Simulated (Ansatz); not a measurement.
# GeAsH2 (quartet): B2PLYP, RPA-PBE over vertical spin and charge gaps, cc-pVTZ

How well do these functionals follow the top wave-function level for GeAsH2 (quartet) over vertical spin and charge gaps?

The runs use Ansatz 0.2.0, Gaussian basis; cc-pVTZ, all electrons in the functionals, frozen cores in the correlation of double hybrids and RPA.

Plan: B2PLYP, RPA-PBE, at charge 0, quartet; charge 0, doublet; charge 0, sextet; charge 1, triplet; charge 1, quintet.

3 further runs of the same task are left out: 3 set aside as unsound or not needed.

## (1) The geometry

The geometry is a PBE0/def2-TZVP stationary point (not a proven minimum). No spin-orbit coupling is included. The filled d shell of Ge, As may be among the frozen orbitals whatever the setting's name suggests; the logs give the count.

4 atoms, charge 0, spin multiplicity 4.

Atoms are counted from 1 here; the program's logs count them from 0.

Bond lengths: Ge1–As2 2.536 Å, As2–H3 1.528 Å, As2–H4 1.528 Å. Angles: Ge1–As2–H3 101.5°, Ge1–As2–H4 101.5°, H3–As2–H4 91.4°.

No dispersion term is added.

The geometry shown and the zero of energy belong to the point charge 0, quartet. The yardstick, UCCSDT(Q), and other wave-function levels (R restricted, U unrestricted, valence and pair active spaces) come from earlier runs.

## (2) B2PLYP, charge 0, quartet

File in.yaml:

```yaml
crystal:
  periodic: [false, false, false]
  atoms:
    - {symbol: Ge, position_ang: [0.023811, 0.000000, 1.308474]}
    - {symbol: As, position_ang: [-0.049053, 0.000000, -1.226664]}
    - {symbol: H, position_ang: [0.965114, 1.093504, -1.559579]}
    - {symbol: H, position_ang: [0.965111, -1.093507, -1.559579]}
basis:
  gaussian: {orbitals: cc-pVTZ}
magnetization: {spin_polarized: true, initial_magnetization: 3}
hamiltonian: {xc: {name: B2PLYP}}
correlation: {electrons: outside_noble_gas}
```

The run is started by

```
$ ansatz run in.yaml --threads 2 --pin off --events-out ev --progress --plain --max-ram 24576MiB --backend cuda --devices 0, --max-vram 18GiB
```

The log of the run:

```text
Functional definition: B2PLYP
  name "B2PLYP"
  cite "Grimme, J. Chem. Phys. 124, 034108 (2006) doi:10.1063/1.2148954"
  cite "Becke, Phys. Rev. A 38, 3098 (1988) doi:10.1103/PhysRevA.38.3098"
  cite "Lee, Yang & Parr, Phys. Rev. B 37, 785 (1988) doi:10.1103/PhysRevB.37.785"
  parameter a = 0.53
  parameter c = 0.27
  exchange = (1 - a)*b88_x + a*exact_x
  correlation = (1 - c)*lyp_c + c*(mp2_os + mp2_ss)
725 factors; integrals over basis functions are off by at most 7.1e-4 eV
mean field evaluation 1: about -117366.7335 eV, gradient 6.3e0 eV
mean field evaluation 2: about -117366.7908 eV, gradient 6.2e0 eV
mean field evaluation 4: about -117367.1508 eV, gradient 1.0e0 eV
mean field evaluation 8: about -117367.1680 eV, gradient 8.1e-2 eV
mean field evaluation 16: about -117367.1684 eV, gradient 7.5e-4 eV
mean field -117367.16844003 eV, -4313.1638858469 hartree, gradient 7.0e-6 eV, S^2 3.762711; 0 other end points of the search recorded, 0 dependent functions left out
28 core orbitals not correlated: weight in the atoms' cores, before any rotation towards them, 1.000 or more for the frozen orbitals, at most 0.000 for the correlated occupied ones
reference -117367.16857064 eV, -4313.1638906470 hartree; 7, 4 occupied and 79, 82 virtual orbitals, 725 factors
second order -6.70571810 eV of doubles, -0.00000000 eV of singles
Total energy: -117368.97911453 eV, -4313.2304269076 hartree
```

Run time: 6 s. Hardware: 1 × H100 (card shared with other runs) with 2 threads of AMD EPYC 7R13, shared host; peak host memory 0.76 GiB.

From the report: ⟨S²⟩ of the determinant 3.763 (pure quartet: 3.75).

## (3) B2PLYP, charge 0, doublet

Changes to in.yaml since step 2:

```diff
@@ -9,3 +9,3 @@
   gaussian: {orbitals: cc-pVTZ}
-magnetization: {spin_polarized: true, initial_magnetization: 3}
+magnetization: {spin_polarized: true, initial_magnetization: 1}
 hamiltonian: {xc: {name: B2PLYP}}
```

The command is unchanged.

The log of the run (excerpt; [...] marks lines left out):

```text
Functional definition: B2PLYP
  name "B2PLYP"
  cite "Grimme, J. Chem. Phys. 124, 034108 (2006) doi:10.1063/1.2148954"
  cite "Becke, Phys. Rev. A 38, 3098 (1988) doi:10.1103/PhysRevA.38.3098"
  cite "Lee, Yang & Parr, Phys. Rev. B 37, 785 (1988) doi:10.1103/PhysRevB.37.785"
[...]
723 factors; integrals over basis functions are off by at most 7.1e-4 eV
[...]
mean field -117368.53559468 eV, -4313.2141278538 hartree, gradient 3.5e-6 eV, S^2 0.757276; 4 other end points of the search recorded, 0 dependent functions left out
28 core orbitals not correlated: weight in the atoms' cores, before any rotation towards them, 1.000 or more for the frozen orbitals, at most 0.000 for the correlated occupied ones
reference -117368.53572724 eV, -4313.2141327252 hartree; 6, 5 occupied and 80, 81 virtual orbitals, 723 factors
second order -7.29677337 eV of doubles, -0.00000000 eV of singles
Total energy: -117370.50585605 eV, -4313.2865336236 hartree
```

Run time: 6 s. Hardware: 1 × H100 (card shared with other runs) with 2 threads of AMD EPYC 7R13, shared host; peak host memory 0.75 GiB.

From the report: ⟨S²⟩ of the determinant 0.757 (pure doublet: 0.75).

From charge 0, quartet: -35.2 kcal/mol.

## (4) B2PLYP, charge 0, sextet

Changes to in.yaml since step 3:

```diff
@@ -9,3 +9,3 @@
   gaussian: {orbitals: cc-pVTZ}
-magnetization: {spin_polarized: true, initial_magnetization: 1}
+magnetization: {spin_polarized: true, initial_magnetization: 5}
 hamiltonian: {xc: {name: B2PLYP}}
```

Same command.

The log of the run (excerpt; [...] marks lines left out):

```text
Functional definition: B2PLYP
  name "B2PLYP"
  cite "Grimme, J. Chem. Phys. 124, 034108 (2006) doi:10.1063/1.2148954"
  cite "Becke, Phys. Rev. A 38, 3098 (1988) doi:10.1103/PhysRevA.38.3098"
  cite "Lee, Yang & Parr, Phys. Rev. B 37, 785 (1988) doi:10.1103/PhysRevB.37.785"
[...]
725 factors; integrals over basis functions are off by at most 7.1e-4 eV
[...]
mean field -117360.98784046 eV, -4312.9367530021 hartree, gradient 1.7e-6 eV, S^2 8.763638; 9 other end points of the search recorded, 0 dependent functions left out
28 core orbitals not correlated: weight in the atoms' cores, before any rotation towards them, 1.000 or more for the frozen orbitals, at most 0.000 for the correlated occupied ones
reference -117360.98797542 eV, -4312.9367579618 hartree; 8, 3 occupied and 78, 83 virtual orbitals, 725 factors
second order -6.01530554 eV of doubles, -0.00000000 eV of singles
Total energy: -117362.61210791 eV, -4312.9964437301 hartree
```

It took 15 s on 1 × H100 (card shared with other runs) with 2 threads of AMD EPYC 7R13, shared host; peak host memory 0.76 GiB.

From the report: ⟨S²⟩ of the determinant 8.764 (pure sextet: 8.75).

From charge 0, quartet: +146.8 kcal/mol.

## (5) B2PLYP, charge 1, triplet

Changes to in.yaml since step 4:

```diff
@@ -9,3 +9,4 @@
   gaussian: {orbitals: cc-pVTZ}
-magnetization: {spin_polarized: true, initial_magnetization: 5}
+total_charge: 1
+magnetization: {spin_polarized: true, initial_magnetization: 2}
 hamiltonian: {xc: {name: B2PLYP}}
```

The command is unchanged.

The log of the run (excerpt; [...] marks lines left out):

```text
Functional definition: B2PLYP
  name "B2PLYP"
  cite "Grimme, J. Chem. Phys. 124, 034108 (2006) doi:10.1063/1.2148954"
  cite "Becke, Phys. Rev. A 38, 3098 (1988) doi:10.1103/PhysRevA.38.3098"
  cite "Lee, Yang & Parr, Phys. Rev. B 37, 785 (1988) doi:10.1103/PhysRevB.37.785"
[...]
721 factors; integrals over basis functions are off by at most 7.1e-4 eV
[...]
mean field -117360.38942528 eV, -4312.9147616500 hartree, gradient 6.4e-6 eV, S^2 2.019960; 2 other end points of the search recorded, 0 dependent functions left out
28 core orbitals not correlated: weight in the atoms' cores, before any rotation towards them, 1.000 or more for the frozen orbitals, at most 0.000 for the correlated occupied ones
reference -117360.38956419 eV, -4312.9147667549 hartree; 6, 4 occupied and 80, 82 virtual orbitals, 721 factors
second order -6.14543540 eV of doubles, -0.00000000 eV of singles
Total energy: -117362.04883175 eV, -4312.9757437130 hartree
```

Run time: 6.5 s. Hardware: 1 × H100 (card shared with other runs) with 2 threads of AMD EPYC 7R13, shared host; peak host memory 0.76 GiB.

From the report: ⟨S²⟩ of the determinant 2.020 (pure triplet: 2.00).

From charge 0, quartet: +159.8 kcal/mol.

## (6) B2PLYP, charge 1, quintet

Changes to in.yaml since step 5:

```diff
@@ -10,3 +10,3 @@
 total_charge: 1
-magnetization: {spin_polarized: true, initial_magnetization: 2}
+magnetization: {spin_polarized: true, initial_magnetization: 4}
 hamiltonian: {xc: {name: B2PLYP}}
```

Launched as before.

The log of the run (excerpt; [...] marks lines left out):

```text
Functional definition: B2PLYP
  name "B2PLYP"
  cite "Grimme, J. Chem. Phys. 124, 034108 (2006) doi:10.1063/1.2148954"
  cite "Becke, Phys. Rev. A 38, 3098 (1988) doi:10.1103/PhysRevA.38.3098"
  cite "Lee, Yang & Parr, Phys. Rev. B 37, 785 (1988) doi:10.1103/PhysRevB.37.785"
[...]
723 factors; integrals over basis functions are off by at most 7.1e-4 eV
[...]
mean field -117356.76085548 eV, -4312.7814141693 hartree, gradient 6.6e-6 eV, S^2 6.008644; 0 other end points of the search recorded, 0 dependent functions left out
28 core orbitals not correlated: weight in the atoms' cores, before any rotation towards them, 1.000 or more for the frozen orbitals, at most 0.000 for the correlated occupied ones
reference -117356.76099434 eV, -4312.7814192723 hartree; 7, 3 occupied and 79, 83 virtual orbitals, 723 factors
second order -5.58523152 eV of doubles, -0.00000000 eV of singles
Total energy: -117358.26900685 eV, -4312.8368377099 hartree
```

It took 2.7 s on 1 × H100 (card shared with other runs) with 2 threads of AMD EPYC 7R13, shared host; peak host memory 0.76 GiB.

From the report: ⟨S²⟩ of the determinant 6.009 (pure quintet: 6.00).

From charge 0, quartet: +247.0 kcal/mol.

## (7) RPA-PBE, charge 0, quartet

Changes to in.yaml since step 6:

```diff
@@ -9,5 +9,4 @@
   gaussian: {orbitals: cc-pVTZ}
-total_charge: 1
-magnetization: {spin_polarized: true, initial_magnetization: 4}
-hamiltonian: {xc: {name: B2PLYP}}
-correlation: {electrons: outside_noble_gas}
+magnetization: {spin_polarized: true, initial_magnetization: 3}
+hamiltonian: {xc: {name: PBE}}
+correlation: {method: rpa, electrons: outside_noble_gas}
```

Launched as before.

The log of the run (excerpt; [...] marks lines left out):

```text
Functional definition: PBE
  name "PBE"
  cite "Perdew, Burke & Ernzerhof, Phys. Rev. Lett. 77, 3865 (1996) doi:10.1103/PhysRevLett.77.3865"
  parent pbe
[...]
725 factors; integrals over basis functions are off by at most 7.1e-4 eV
[...]
mean field -117373.76864120 eV, -4313.4064387663 hartree, gradient 4.1e-6 eV, S^2 3.753760; 0 other end points of the search recorded, 0 dependent functions left out
28 core orbitals not correlated: weight in the atoms' cores, before any rotation towards them, 0.999 or more for the frozen orbitals, at most 0.000 for the correlated occupied ones
reference -117300.32785114 eV, -4310.7075395113 hartree; 7, 4 occupied and 79, 82 virtual orbitals, 725 factors
Total energy: -117311.25064057 eV, -4311.1089446194 hartree
```

It took 6 s on 1 × H100 (card shared with other runs) with 2 threads of AMD EPYC 7R13, shared host; peak host memory 0.82 GiB.

From the report: ⟨S²⟩ of the determinant 3.754 (pure quartet: 3.75).

## (8) RPA-PBE, charge 0, doublet

Changes to in.yaml since step 7:

```diff
@@ -9,3 +9,3 @@
   gaussian: {orbitals: cc-pVTZ}
-magnetization: {spin_polarized: true, initial_magnetization: 3}
+magnetization: {spin_polarized: true, initial_magnetization: 1}
 hamiltonian: {xc: {name: PBE}}
```

Same command.

The log of the run (excerpt; [...] marks lines left out):

```text
Functional definition: PBE
  name "PBE"
  cite "Perdew, Burke & Ernzerhof, Phys. Rev. Lett. 77, 3865 (1996) doi:10.1103/PhysRevLett.77.3865"
  parent pbe
[...]
723 factors; integrals over basis functions are off by at most 7.1e-4 eV
[...]
mean field -117375.28185861 eV, -4313.4620484804 hartree, gradient 1.3e-6 eV, S^2 0.755547; 11 other end points of the search recorded, 0 dependent functions left out
28 core orbitals not correlated: weight in the atoms' cores, before any rotation towards them, 0.999 or more for the frozen orbitals, at most 0.000 for the correlated occupied ones
reference -117301.15637706 eV, -4310.7379872776 hartree; 6, 5 occupied and 80, 81 virtual orbitals, 723 factors
Total energy: -117312.72307891 eV, -4311.1630557304 hartree
```

Wall time 14 s (1 × H100 (card shared with other runs) with 2 threads of AMD EPYC 7R13, shared host); peak host memory 0.83 GiB.

From the report: ⟨S²⟩ of the determinant 0.756 (pure doublet: 0.75).

From charge 0, quartet: -34.0 kcal/mol.

## (9) RPA-PBE, charge 0, sextet

Changes to in.yaml since step 8:

```diff
@@ -9,3 +9,3 @@
   gaussian: {orbitals: cc-pVTZ}
-magnetization: {spin_polarized: true, initial_magnetization: 1}
+magnetization: {spin_polarized: true, initial_magnetization: 5}
 hamiltonian: {xc: {name: PBE}}
```

The command is unchanged.

The log of the run (excerpt; [...] marks lines left out):

```text
Functional definition: PBE
  name "PBE"
  cite "Perdew, Burke & Ernzerhof, Phys. Rev. Lett. 77, 3865 (1996) doi:10.1103/PhysRevLett.77.3865"
  parent pbe
[...]
725 factors; integrals over basis functions are off by at most 7.1e-4 eV
[...]
mean field -117367.61646004 eV, -4313.1803502787 hartree, gradient 4.3e-6 eV, S^2 8.752843; 14 other end points of the search recorded, 0 dependent functions left out
28 core orbitals not correlated: weight in the atoms' cores, before any rotation towards them, 0.999 or more for the frozen orbitals, at most 0.000 for the correlated occupied ones
reference -117294.51594522 eV, -4310.4939559083 hartree; 8, 3 occupied and 78, 83 virtual orbitals, 725 factors
Total energy: -117305.18452045 eV, -4310.8860188167 hartree
```

Wall time 18 s (1 × H100 (card shared with other runs) with 2 threads of AMD EPYC 7R13, shared host); peak host memory 0.83 GiB.

From the report: ⟨S²⟩ of the determinant 8.753 (pure sextet: 8.75).

From charge 0, quartet: +139.9 kcal/mol.

## (10) RPA-PBE, charge 1, triplet

Changes to in.yaml since step 9:

```diff
@@ -9,3 +9,4 @@
   gaussian: {orbitals: cc-pVTZ}
-magnetization: {spin_polarized: true, initial_magnetization: 5}
+total_charge: 1
+magnetization: {spin_polarized: true, initial_magnetization: 2}
 hamiltonian: {xc: {name: PBE}}
```

The command is unchanged.

The log of the run (excerpt; [...] marks lines left out):

```text
Functional definition: PBE
  name "PBE"
  cite "Perdew, Burke & Ernzerhof, Phys. Rev. Lett. 77, 3865 (1996) doi:10.1103/PhysRevLett.77.3865"
  parent pbe
[...]
721 factors; integrals over basis functions are off by at most 7.1e-4 eV
[...]
mean field -117366.77022188 eV, -4313.1492516001 hartree, gradient 2.0e-6 eV, S^2 2.004969; 6 other end points of the search recorded, 0 dependent functions left out
28 core orbitals not correlated: weight in the atoms' cores, before any rotation towards them, 0.999 or more for the frozen orbitals, at most 0.000 for the correlated occupied ones
reference -117293.68905557 eV, -4310.4635682744 hartree; 6, 4 occupied and 80, 82 virtual orbitals, 721 factors
Total energy: -117304.07885126 eV, -4310.8453862233 hartree
```

Run time: 12 s. Hardware: 1 × H100 (card shared with other runs) with 2 threads of AMD EPYC 7R13, shared host; peak host memory 0.83 GiB.

From the report: ⟨S²⟩ of the determinant 2.005 (pure triplet: 2.00).

From charge 0, quartet: +165.4 kcal/mol.

## (11) RPA-PBE, charge 1, quintet

Changes to in.yaml since step 10:

```diff
@@ -10,3 +10,3 @@
 total_charge: 1
-magnetization: {spin_polarized: true, initial_magnetization: 2}
+magnetization: {spin_polarized: true, initial_magnetization: 4}
 hamiltonian: {xc: {name: PBE}}
```

The command is unchanged.

The log of the run (excerpt; [...] marks lines left out):

```text
Functional definition: PBE
  name "PBE"
  cite "Perdew, Burke & Ernzerhof, Phys. Rev. Lett. 77, 3865 (1996) doi:10.1103/PhysRevLett.77.3865"
  parent pbe
[...]
723 factors; integrals over basis functions are off by at most 7.1e-4 eV
[...]
mean field -117363.03055098 eV, -4313.0118212294 hartree, gradient 9.5e-6 eV, S^2 6.002674; 0 other end points of the search recorded, 0 dependent functions left out
28 core orbitals not correlated: weight in the atoms' cores, before any rotation towards them, 0.999 or more for the frozen orbitals, at most 0.000 for the correlated occupied ones
reference -117290.67115314 eV, -4310.3526624054 hartree; 7, 3 occupied and 79, 83 virtual orbitals, 723 factors
Total energy: -117300.46200798 eV, -4310.7124696843 hartree
```

Wall time 4.9 s (1 × H100 (card shared with other runs) with 2 threads of AMD EPYC 7R13, shared host); peak host memory 0.82 GiB.

From the report: ⟨S²⟩ of the determinant 6.003 (pure quintet: 6.00).

From charge 0, quartet: +248.8 kcal/mol.

## (12) Against the wave-function levels

The yardstick is UCCSDT(Q), where the cluster series has nearly closed. It comes from earlier runs at the same points. Energies in kcal/mol, counted from charge 0, quartet; blanks weren't run or aren't comparable.

```
    level  quartet to doublet  quartet to sextet  ionisation to the triplet cation  ionisation to the quintet cation
UCCSDT(Q)               -32.1                                                163.0                                  
   B2PLYP               -35.2              146.8                             159.8                             247.0
  RPA-PBE               -34.0              139.9                             165.4                             248.8
```

Largest miss and mean time a point (UCCSDT(Q) took 30 s a point; shared hosts):

```
  level  largest miss (kcal/mol)                             where  time a point
 B2PLYP                     -3.2  ionisation to the triplet cation         7.2 s
RPA-PBE                     +2.4  ionisation to the triplet cation          11 s
```

## (13) Results

```
                                   quantity                                             value
              quartet to doublet, UCCSDT(Q)                                    -32.1 kcal/mol
ionisation to the triplet cation, UCCSDT(Q)                                    163.0 kcal/mol
                       largest miss, B2PLYP  -3.2 kcal/mol (ionisation to the triplet cation)
                      largest miss, RPA-PBE  +2.4 kcal/mol (ionisation to the triplet cation)
```

What this shows: Misses are known at 2 of 4 points at best, and only functionals with that many are ranked. Of the functionals, RPA-PBE keep the smallest largest miss at the points compared (at most 2.4 kcal/mol) and B2PLYP strays most (3.2 kcal/mol, at ionisation to the triplet cation). Functionals and the yardstick converge differently with the basis, so part of each miss in cc-pVTZ is the basis.
